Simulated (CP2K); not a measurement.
# Cd2S (P3m1) in CP2K: equation of state

How stiff is Cd2S in PBEsol, and what volume does it want? The cell is scaled to several volumes.

Program: CP2K 2026.2. These are calculated values, not measurements. Logs are shortened: lines on timing, memory, paths and dates and some standing lists are left out, and cuts for length are marked.

### 1 Starting point

The structure is trigonal, space group P3m1 (No. 156). The conventional cell has a = 3.963 Å, b = 3.963 Å, c = 5.809 Å, α = 90.00°, β = 90.00°, γ = 120.00°. Cd (site symmetry 3m) has 1 S at 2.52 Å as nearest neighbours. Around Cd (site symmetry 3m) lie 3 S at 2.60 Å. Around S (site symmetry 3m) lie 4 Cd at 2.52 to 2.60 Å.

The cell comes from a database or a generator and needn't be the stable form of this composition.

### 2 Single point, PBEsol, 26.33 Å³/atom

The input, cd2s_eos.inp:

```
&GLOBAL
  PROJECT cd2s_eos
  RUN_TYPE ENERGY_FORCE
  PRINT_LEVEL LOW
&END GLOBAL
&FORCE_EVAL
  METHOD QS
  STRESS_TENSOR ANALYTICAL
  &DFT
    BASIS_SET_FILE_NAME BASIS_MOLOPT_UZH
    POTENTIAL_FILE_NAME POTENTIAL_UZH
    &MGRID
      CUTOFF 450
      REL_CUTOFF 60
      NGRIDS 4
    &END MGRID
    &QS
      METHOD GPW
      EPS_DEFAULT 1.0E-10
    &END QS
    &KPOINTS
      SCHEME MONKHORST-PACK 8 8 5
      GAMMA_CENTERED T
      SYMMETRY T
      SYMMETRY_BACKEND SPGLIB
    &END KPOINTS
    &SCF
      SCF_GUESS ATOMIC
      EPS_SCF 1.0E-6
      MAX_SCF 100
      ADDED_MOS 12
      CHOLESKY OFF
      EPS_EIGVAL 1.0E-7
      &DIAGONALIZATION ON
        ALGORITHM STANDARD
      &END DIAGONALIZATION
      &MIXING ON
        METHOD BROYDEN_MIXING
        ALPHA 0.4
        BETA 1.5
        NBUFFER 8
      &END MIXING
      &SMEAR ON
        METHOD FERMI_DIRAC
        ELECTRONIC_TEMPERATURE [K] 580.226
      &END SMEAR
    &END SCF
    &XC
      &XC_FUNCTIONAL
        &GGA_X_PBE_SOL
        &END GGA_X_PBE_SOL
        &GGA_C_PBE_SOL
        &END GGA_C_PBE_SOL
      &END XC_FUNCTIONAL
    &END XC
    &PRINT
      &KPOINTS ON
      &END KPOINTS
      &MULLIKEN ON
      &END MULLIKEN
      &MO ON
        ENERGIES T
        OCCUPATION_NUMBERS T
        &EACH
          QS_SCF 0
        &END EACH
        ADD_LAST NUMERIC
      &END MO
    &END PRINT
  &END DFT
  &SUBSYS
    &CELL
      ABC 3.9626700490 3.9626700490 5.8091920000
      ALPHA_BETA_GAMMA 90.0000000000 90.0000000000 119.9999999996
      PERIODIC XYZ
    &END CELL
    &COORD
      SCALED
      Cd  0.3333333333 0.6666666667 0.9327170000
      Cd  0.6666666667 0.3333333333 0.5787350000
      S   0.3333333333 0.6666666667 0.3657050000
    &END COORD
    &KIND Cd
      BASIS_SET TZVP-MOLOPT-PBE-GTH-q12
      POTENTIAL GTH-PBE-q12
    &END KIND
    &KIND S
      BASIS_SET TZVP-MOLOPT-PBE-GTH-q6
      POTENTIAL GTH-PBE-q6
    &END KIND
    &PRINT
      &ATOMIC_COORDINATES ON
      &END ATOMIC_COORDINATES
      &CELL ON
      &END CELL
    &END PRINT
  &END SUBSYS
  &PRINT
    &FORCES ON
    &END FORCES
    &STRESS_TENSOR ON
    &END STRESS_TENSOR
  &END PRINT
&END FORCE_EVAL
```

Potentials or basis: POTENTIAL_UZH Cd GTH-PBE-q12, S GTH-PBE-q6; TZVP-MOLOPT-PBE-GTH basis.

On the command line:

```
$ OMP_NUM_THREADS=1 cp2k.psmp -i cd2s_eos.inp -o cd2s_eos.out
```

cd2s_eos.out:

```text

 CP2K| version string:                                       CP2K version 2026.2
 CP2K| Input file name                                              cd2s_eos.inp

 GLOBAL| Force Environment number                                              1
 GLOBAL| Basis set file name                                    BASIS_MOLOPT_UZH
 GLOBAL| Potential file name                                       POTENTIAL_UZH
 GLOBAL| MM Potential file name                                     MM_POTENTIAL
 GLOBAL| Coordinate file name                                      __STD_INPUT__
 GLOBAL| Method name                                                        CP2K
 GLOBAL| Project name                                                   cd2s_eos
 GLOBAL| Run type                                                   ENERGY_FORCE
 GLOBAL| FFT library                                                       FFTW3
[... 6 lines left out ...]
 GLOBAL| Total number of message passing processes                             1
 GLOBAL| Number of threads for this process                                    1
 GLOBAL| CPU model name                                                  UNKNOWN

 CELL| Volume [angstrom^3]:                                            78.999108
 CELL| Vector a [angstrom]:       3.963     0.000     0.000   |a| =     3.962670
 CELL| Vector b [angstrom]:      -1.981     3.432     0.000   |b| =     3.962670
 CELL| Vector c [angstrom]:       0.000     0.000     5.809   |c| =     5.809192
 CELL| Angle (b,c), alpha [degree]:                                    90.000000
 CELL| Angle (a,c), beta  [degree]:                                    90.000000
 CELL| Angle (a,b), gamma [degree]:                                   120.000000
 CELL| Numerically orthorhombic:                                              NO
 CELL| Periodicity                                                           XYZ

 CELL_REF| Volume [angstrom^3]:                                        78.999108
 CELL_REF| Vector a [angstrom     3.963     0.000     0.000   |a| =     3.962670
 CELL_REF| Vector b [angstrom    -1.981     3.432     0.000   |b| =     3.962670
 CELL_REF| Vector c [angstrom     0.000     0.000     5.809   |c| =     5.809192
 CELL_REF| Angle (b,c), alpha [degree]:                                90.000000
 CELL_REF| Angle (a,c), beta  [degree]:                                90.000000
 CELL_REF| Angle (a,b), gamma [degree]:                               120.000000
 CELL_REF| Numerically orthorhombic:                                          NO
 CELL_REF| Periodicity                                                       XYZ
[... 9 lines left out ...]
 TOTAL NUMBERS AND MAXIMUM NUMBERS

  Total number of            - Atomic kinds:                                   2
                             - Atoms:                                          3
                             - Shell sets:                                     3
                             - Shells:                                        27
                             - Primitive Cartesian functions:                 14
                             - Cartesian basis functions:                     98
                             - Spherical basis functions:                     85

  Maximum angular momentum of- Orbital basis functions:                        3
                             - Local part of the GTH pseudopotential:          0
                             - Non-local part of the GTH pseudopotential:      4

 MODULE QUICKSTEP: ATOMIC COORDINATES IN ANGSTROM

   Atom Kind Element         X             Y             Z       Z(eff)     Mass
      1    1 Cd   48     -0.000000      2.287849      5.418332  12.0000 112.4110
      2    1 Cd   48      1.981335      1.143924      3.361983  12.0000 112.4110
      3    2 S    16     -0.000000      2.287849      2.124451   6.0000  32.0650

 SCF PARAMETERS         Density guess:                                    ATOMIC
                        --------------------------------------------------------
[... 29 lines left out ...]
  Total charge density g-space grids:          -0.0000000002

  Overlap energy of the core charge distribution:               0.00000000015846
  Self energy of the core charge distribution:               -171.88798610583808
  Core Hamiltonian energy:                                     53.25107118051297
  Hartree energy:                                              31.69888107773263
  Exchange-correlation energy:                                -15.23849326095882
  Electronic entropic energy:                                  -0.00006217042113
  Fermi energy:                                                 0.14089228036205

  Total energy:                                              -102.17658927879076
  Total energy (extrapolated to T->0):                       -102.17655819358019

 MO| EIGENVALUES AND OCCUPATION NUMBERS FOR K POINT 1
 MO|
 MO|  Index      Eigenvalue [a.u.]        Eigenvalue [eV]             Occupation
 MO|      1              -0.309476              -8.421283               2.000000
 MO|      2              -0.173501              -4.721195               2.000000
 MO|      3              -0.168660              -4.589471               2.000000
 MO|      4              -0.163959              -4.461550               2.000000
 MO|      5              -0.160066              -4.355610               2.000000
 MO|      6              -0.156566              -4.260390               2.000000
[... 19 lines left out ...]
 MO|     26               0.612181              16.658279               0.000000
 MO|     27               0.704315              19.165399               0.000000
 MO| Sum:                                                              29.999874
 MO| E(Fermi):            0.140892 a.u.          3.833874 eV
[... 398 lines left out ...]
 MO|
 MO|  Index      Eigenvalue [a.u.]        Eigenvalue [eV]             Occupation
 MO|      1              -0.314109              -8.547328               2.000000
 MO|      2              -0.175445              -4.774097               2.000000
 MO|      3              -0.167117              -4.547475               2.000000
 MO|      4              -0.165258              -4.496903               2.000000
 MO|      5              -0.162696              -4.427180               2.000000
 MO|      6              -0.158108              -4.302328               2.000000
[... 19 lines left out ...]
 MO|     26               0.622953              16.951421               0.000000
 MO|     27               0.658611              17.921720               0.000000
 MO| Sum:                                                              29.999284
 MO| E(Fermi):            0.140892 a.u.          3.833874 eV

 [... the levels of further k-points ...]

 !-----------------------------------------------------------------------------!
                     Mulliken Population Analysis

 #  Atom  Element  Kind  Atomic population                           Net charge
       1     Cd       1         11.731786                              0.268214
       2     Cd       1         11.610599                              0.389401
       3     S        2          6.657615                             -0.657615
 # Total charge                             30.000000                  0.000000

 !-----------------------------------------------------------------------------!

 ENERGY| Total FORCE_EVAL ( QS ) energy [hartree]           -102.176587183196432

 FORCES| Atomic forces [hartree/bohr]
 FORCES|   Atom     x               y               z               |f|
 FORCES|      1 -4.96482050E-10 -4.65098692E-09 -4.15227539E-04   4.15227539E-04
 FORCES|      2  1.44574858E-09  1.23014625E-09 -1.84882408E-03   1.84882408E-03
 FORCES|      3 -8.30612374E-10  3.35148107E-09  2.23656608E-03   2.23656608E-03
 FORCES| Sum     1.18654156E-10 -6.93596008E-11 -2.74855391E-05
 FORCES| Total atomic force                                       2.74855391E-05

 STRESS| Analytical stress tensor [bar]
 STRESS|                        x                   y                   z
 STRESS|      x       -2.36429703889E+04   3.02087533247E-01  -2.56944111454E-03
 STRESS|      y        3.02087533247E-01  -2.36424847891E+04  -1.03387362262E-01
 STRESS|      z       -2.56944111454E-03  -1.03387362262E-01  -2.78353436325E+04
 STRESS| 1/3 Trace                                            -2.50402662702E+04
 STRESS| Determinant                                          -1.55593605148E+13

 STRESS| Eigenvectors and eigenvalues of the analytical stress tensor [bar]
 STRESS|                        1                   2                   3
 STRESS| Eigenvalues  -2.78353436350E+04  -2.36431151562E+04  -2.36423400193E+04
 STRESS|      x           0.000000611108      0.901795730116      0.432162540191
 STRESS|      y           0.000024657920     -0.432162540073      0.901795729836
 STRESS|      z           0.999999999696      0.000010105135     -0.000022500505
```

Run time: 44 s. Hardware: 1 thread of Arm Neoverse V1, shared host; peak memory 0.37 GiB.

Results:

```yaml
Free_energy: -2780.3663 eV
Pressure: -2.5 GPa
Largest_force: 0.115 eV/Å
Band_gap_on_the_k_mesh: 0.23 eV, indirect (least direct gap 0.57 eV)
Mulliken_charges: Cd +0.27, +0.39; S -0.66 e
```

Caveat: Mulliken charges move with the basis; the potentials were made for another functional, which shifts forces and pressure; an odd mesh through Γ misses points on the zone boundary, where band edges often lie; the basis of atomic orbitals isn't converged, which shifts pressures, moduli and gaps.

### 3 Single point, PBEsol, 25.81 Å³/atom (volume scaled by 0.98)

cd2s_eos.inp, as its differences from that of step 2:

```diff
@@ -11,2 +11,3 @@
     POTENTIAL_FILE_NAME POTENTIAL_UZH
+    WFN_RESTART_FILE_NAME previous-RESTART.kp
     &MGRID
@@ -27,3 +28,3 @@
     &SCF
-      SCF_GUESS ATOMIC
+      SCF_GUESS RESTART
       EPS_SCF 1.0E-6
@@ -72,4 +73,4 @@
     &CELL
-      ABC 3.9626700490 3.9626700490 5.8091920000
-      ALPHA_BETA_GAMMA 90.0000000000 90.0000000000 119.9999999996
+      ABC 3.9360741467 3.9360741467 5.7702029595
+      ALPHA_BETA_GAMMA 90.0000000000 90.0000000000 119.9999999995
       PERIODIC XYZ
```

Potentials or basis: POTENTIAL_UZH Cd GTH-PBE-q12, S GTH-PBE-q6; TZVP-MOLOPT-PBE-GTH basis.

On the command line:

```
$ OMP_NUM_THREADS=1 cp2k.psmp -i cd2s_eos.inp -o cd2s_eos.out
```

Wall time 38 s (1 thread of Arm Neoverse V1, shared host); peak memory 0.37 GiB.

Results (log left out):

```yaml
Free_energy: -2780.3870 eV
Pressure: -1.7 GPa
Largest_force: 0.081 eV/Å
Band_gap_on_the_k_mesh: 0.21 eV, indirect (least direct gap 0.57 eV)
Mulliken_charges: Cd +0.27, +0.38; S -0.65 e
```

Caveat: Mulliken charges move with the basis; the potentials were made for another functional, which shifts forces and pressure; an odd mesh through Γ misses points on the zone boundary, where band edges often lie; the basis of atomic orbitals isn't converged, which shifts pressures, moduli and gaps.

### 4 Single point, PBEsol, 26.86 Å³/atom (volume scaled by 1.02)

cd2s_eos.inp, as its differences from that of step 3:

```diff
@@ -73,4 +73,4 @@
     &CELL
-      ABC 3.9360741467 3.9360741467 5.7702029595
-      ALPHA_BETA_GAMMA 90.0000000000 90.0000000000 119.9999999995
+      ABC 3.9889136618 3.9889136619 5.8476645914
+      ALPHA_BETA_GAMMA 90.0000000000 90.0000000000 119.9999999994
       PERIODIC XYZ
```

On the command line:

```
$ OMP_NUM_THREADS=1 cp2k.psmp -i cd2s_eos.inp -o cd2s_eos.out
```

Run time: 36 s. Hardware: 1 thread of Arm Neoverse V1, shared host; peak memory 0.37 GiB.

It converged, with:

```yaml
Free_energy: -2780.3379 eV
Pressure: -3.2 GPa
Largest_force: 0.170 eV/Å
Band_gap_on_the_k_mesh: 0.24 eV, indirect (least direct gap 0.57 eV)
Mulliken_charges: Cd +0.26, +0.40; S -0.66 e
```

Caveat: Mulliken charges move with the basis; the potentials were made for another functional, which shifts forces and pressure; an odd mesh through Γ misses points on the zone boundary, where band edges often lie; the basis of atomic orbitals isn't converged, which shifts pressures, moduli and gaps.

### 5 Single point, PBEsol, 25.28 Å³/atom (volume scaled by 0.96)

cd2s_eos.inp, as its differences from that of step 4:

```diff
@@ -73,4 +73,4 @@
     &CELL
-      ABC 3.9889136618 3.9889136619 5.8476645914
-      ALPHA_BETA_GAMMA 90.0000000000 90.0000000000 119.9999999994
+      ABC 3.9091138886 3.9091138886 5.7306797810
+      ALPHA_BETA_GAMMA 90.0000000000 90.0000000000 120.0000000001
       PERIODIC XYZ
```

On the command line:

```
$ OMP_NUM_THREADS=1 cp2k.psmp -i cd2s_eos.inp -o cd2s_eos.out
```

It took 42 s on 1 thread of Arm Neoverse V1, shared host; peak memory 0.37 GiB.

The run converged. Its results:

```
Free energy            : -2780.3988 eV
Pressure               : -0.7 GPa
Largest force          : 0.118 eV/Å
Band gap on the k mesh : 0.21 eV, indirect (least direct gap 0.58 eV)
Mulliken charges       : Cd +0.28, +0.37; S -0.65 e
```

Caveat: Mulliken charges move with the basis; the potentials were made for another functional, which shifts forces and pressure; an odd mesh through Γ misses points on the zone boundary, where band edges often lie; the basis of atomic orbitals isn't converged, which shifts pressures, moduli and gaps.

### 6 Single point, PBEsol, 27.39 Å³/atom (volume scaled by 1.04)

cd2s_eos.inp, as its differences from that of step 5:

```diff
@@ -73,4 +73,4 @@
     &CELL
-      ABC 3.9091138886 3.9091138886 5.7306797810
-      ALPHA_BETA_GAMMA 90.0000000000 90.0000000000 120.0000000001
+      ABC 4.0148164244 4.0148164244 5.8856375034
+      ALPHA_BETA_GAMMA 90.0000000000 90.0000000000 119.9999999997
       PERIODIC XYZ
```

Potentials or basis: POTENTIAL_UZH Cd GTH-PBE-q12, S GTH-PBE-q6; TZVP-MOLOPT-PBE-GTH basis.

On the command line:

```
$ OMP_NUM_THREADS=1 cp2k.psmp -i cd2s_eos.inp -o cd2s_eos.out
```

Wall time 37 s (1 thread of Arm Neoverse V1, shared host); peak memory 0.36 GiB.

The run converged. Its results:

```yaml
Free_energy: -2780.3026 eV
Pressure: -3.9 GPa
Largest_force: 0.240 eV/Å
Band_gap_on_the_k_mesh: 0.26 eV, indirect (least direct gap 0.57 eV)
Mulliken_charges: Cd +0.26, +0.41; S -0.66 e
```

Caveat: Mulliken charges move with the basis; the potentials were made for another functional, which shifts forces and pressure; an odd mesh through Γ misses points on the zone boundary, where band edges often lie; the basis of atomic orbitals isn't converged, which shifts pressures, moduli and gaps.

### 7 Single point, PBEsol, 24.75 Å³/atom (volume scaled by 0.94)

cd2s_eos.inp, as its differences from that of step 6:

```diff
@@ -73,4 +73,4 @@
     &CELL
-      ABC 4.0148164244 4.0148164244 5.8856375034
-      ALPHA_BETA_GAMMA 90.0000000000 90.0000000000 119.9999999997
+      ABC 3.8817765334 3.8817765335 5.6906037861
+      ALPHA_BETA_GAMMA 90.0000000000 90.0000000000 119.9999999995
       PERIODIC XYZ
```

On the command line:

```
$ OMP_NUM_THREADS=1 cp2k.psmp -i cd2s_eos.inp -o cd2s_eos.out
```

Wall time 41 s (1 thread of Arm Neoverse V1, shared host); peak memory 0.37 GiB.

It converged, with:

* Free energy: -2780.4006 eV
* Pressure: 0.4 GPa
* Largest force: 0.171 eV/Å
* Band gap on the k mesh: 0.20 eV, indirect (least direct gap 0.60 eV)
* Mulliken charges: Cd +0.28, +0.35; S -0.64 e

Caveat: Mulliken charges move with the basis; the potentials were made for another functional, which shifts forces and pressure; an odd mesh through Γ misses points on the zone boundary, where band edges often lie; the basis of atomic orbitals isn't converged, which shifts pressures, moduli and gaps.

### 8 Single point, PBEsol, 27.91 Å³/atom (volume scaled by 1.06)

cd2s_eos.inp, as its differences from that of step 7:

```diff
@@ -73,4 +73,4 @@
     &CELL
-      ABC 3.8817765334 3.8817765335 5.6906037861
-      ALPHA_BETA_GAMMA 90.0000000000 90.0000000000 119.9999999995
+      ABC 4.0403891930 4.0403891931 5.9231266511
+      ALPHA_BETA_GAMMA 90.0000000000 90.0000000000 119.9999999994
       PERIODIC XYZ
```

On the command line:

```
$ OMP_NUM_THREADS=1 cp2k.psmp -i cd2s_eos.inp -o cd2s_eos.out
```

It took 38 s on 1 thread of Arm Neoverse V1, shared host; peak memory 0.36 GiB.

It converged, with:

* Free energy: -2780.2612 eV
* Pressure: -4.5 GPa
* Largest force: 0.305 eV/Å
* Band gap on the k mesh: 0.28 eV, indirect (least direct gap 0.58 eV)
* Mulliken charges: Cd +0.26, +0.41; S -0.67 e

Caveat: Mulliken charges move with the basis; the potentials were made for another functional, which shifts forces and pressure; an odd mesh through Γ misses points on the zone boundary, where band edges often lie; the basis of atomic orbitals isn't converged, which shifts pressures, moduli and gaps.

### 9 Equation of state, PBEsol

Potentials or basis: POTENTIAL_UZH Cd GTH-PBE-q12, S GTH-PBE-q6; TZVP-MOLOPT-PBE-GTH basis.

No new run: the results of the series are fitted here.

Results:

* Equilibrium volume: 24.92 Å³/atom
* Bulk modulus at fixed shape and positions: 52 GPa
* Pressure derivative of the bulk modulus: 4.9

Energy against volume, from the lowest point:
| volume (Å³/atom) | energy (meV/atom) |
| --- | --- |
| 24.753 | 0.00 |
| 25.280 | 0.60 |
| 25.806 | 4.54 |
| 26.333 | 11.42 |
| 26.860 | 20.90 |
| 27.386 | 32.66 |
| 27.913 | 46.45 |

Caveat: the cell was scaled at fixed shape and fractional positions, which overstates the stiffness of a crystal with free parameters, most of all of layers and chains; the potentials were made for another functional, which shifts forces and pressure; the basis of atomic orbitals isn't converged, which shifts pressures, moduli and gaps.
